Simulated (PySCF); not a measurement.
# C2H8OSi2: the cost of one run

Programs: PySCF 2.14.0, with density-fitted response routines of our own. Each step states its level of theory. These are calculated values for one molecule in the gas phase, unless marked as measured. Atoms are numbered from 0 throughout.

## 1. The molecule as given

13 atoms, charge 0, multiplicity 1; geometry from: GFN2-xTB.

Bonds of the start (Å): C0–C1 1.51, C1–O2 1.21, C1–Si3 1.92, Si3–Si4 2.31, C0–H5 1.09, C0–H6 1.09, C0–H7 1.09, Si3–H8 1.47, Si3–H9 1.47, Si4–H10 1.47, Si4–H11 1.46, Si4–H12 1.47.

## 2. Optimising the geometry at PBE0-D3(BJ)/def2-SVP

Job settings and geometry (Å):

```
{"job": {"xc": "PBE0", "basis": "def2-SVP", "d3": "d3bj", "grid": 1, "kind": "geom"}, "charge": 0, "multiplicity": 1}
C     -2.127040     0.425170     0.138780
C     -1.072320    -0.407300    -0.539740
O     -1.166560    -0.749330    -1.698160
Si     0.501400    -0.888270     0.455520
Si     2.230660     0.462190    -0.278480
H     -2.569490    -0.167120     0.937210
H     -2.903070     0.730200    -0.560810
H     -1.664630     1.299480     0.591470
H      0.149700    -0.735680     1.876300
H      0.693970    -2.320540     0.213590
H      3.537540    -0.121510     0.035800
H      2.185980     0.693130    -1.722670
H      2.195100     1.780550     0.365570
```

On the command line:

```console
> OMP_NUM_THREADS=1 python probes_run.py task.json out
```

The driver reads the jobs from task.json and runs them one after another.

**Question.** How long does this first job take on 1 thread of Arm Neoverse V1, shared host, and how much memory does it need?

About 58 s, with a peak of 0.49 GiB.
